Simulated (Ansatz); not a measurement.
# C2H8O3Si: the cost of one run

Method: RKS B3LYP-D4/STO-3G, in Ansatz 0.2.0.

### 1 The structure to begin with

Bond lengths: Si1–H2 1.460 Å, Si1–O3 1.680 Å, O3–H4 1.010 Å, Si1–O5 1.679 Å, O5–C6 1.420 Å, C6–H7 1.110 Å, C6–H8 1.110 Å, C6–H9 1.110 Å, Si1–O10 1.679 Å, O10–C11 1.420 Å, C11–H12 1.110 Å, C11–H13 1.110 Å, C11–H14 1.110 Å. Angles (14 of 21 angles, heavy atoms first): O3–Si1–O5 109.5°, O3–Si1–O10 109.5°, O5–Si1–O10 109.5°, Si1–O5–C6 125.0°, Si1–O10–C11 125.0°, H2–Si1–O3 109.4°, H2–Si1–O5 109.5°, H2–Si1–O10 109.5°, Si1–O3–H4 109.5°, O5–C6–H7 109.5°, O5–C6–H8 109.5°, O5–C6–H9 109.5°, O10–C11–H12 109.5°, O10–C11–H13 109.5°.

As a file:

```xyz
14

Si    0.0000    0.0000    0.0000
H     0.0000    0.0000    1.4600
O     1.5842    0.0000   -0.5594
H     1.9006   -0.9521   -0.6761
O    -0.7913    1.3709   -0.5594
C    -2.1512    1.4177   -0.9653
H    -2.7687    0.8215   -0.2614
H    -2.5023    2.4707   -0.9639
H    -2.2473    0.9975   -1.9882
O    -0.7913   -1.3709   -0.5594
C    -1.5365   -2.2685    0.2501
H    -1.2251   -2.1576    1.3097
H    -2.6187   -2.0400    0.1571
H    -1.3490   -3.3106   -0.0830
```

### 2 Preparing the start

File input.yaml:

```yaml
crystal:
  periodic: [false, false, false]
  atoms:
    - { symbol: Si, position_ang: [0.0, 0.0, 0.0] }
    - { symbol: H, position_ang: [0.0, 0.0, 1.46] }
    - { symbol: O, position_ang: [1.5842, 0.0, -0.5594] }
    - { symbol: H, position_ang: [1.9006, -0.9521, -0.6761] }
    - { symbol: O, position_ang: [-0.7913, 1.3709, -0.5594] }
    - { symbol: C, position_ang: [-2.1512, 1.4177, -0.9653] }
    - { symbol: H, position_ang: [-2.7687, 0.8215, -0.2614] }
    - { symbol: H, position_ang: [-2.5023, 2.4707, -0.9639] }
    - { symbol: H, position_ang: [-2.2473, 0.9975, -1.9882] }
    - { symbol: O, position_ang: [-0.7913, -1.3709, -0.5594] }
    - { symbol: C, position_ang: [-1.5365, -2.2685, 0.2501] }
    - { symbol: H, position_ang: [-1.2251, -2.1576, 1.3097] }
    - { symbol: H, position_ang: [-2.6187, -2.04, 0.1571] }
    - { symbol: H, position_ang: [-1.349, -3.3106, -0.083] }
basis:
  gaussian: { orbitals: STO-3G }
hamiltonian:
  xc: b3lyp
  dispersion: d4
relax:
  f_tol: 0.02
  max_steps: 40
output:
  orbitals: {}
```

Run with:

```
$ ansatz run input.yaml --threads 1 --pin off --max-ram 2048MiB --backend cpu --events-out ev --progress --plain --runs-dir out
```

What time and memory should one allow on 1 thread of Arm Neoverse V1, shared host?

About 2 min, with a peak of 0.13 GiB.
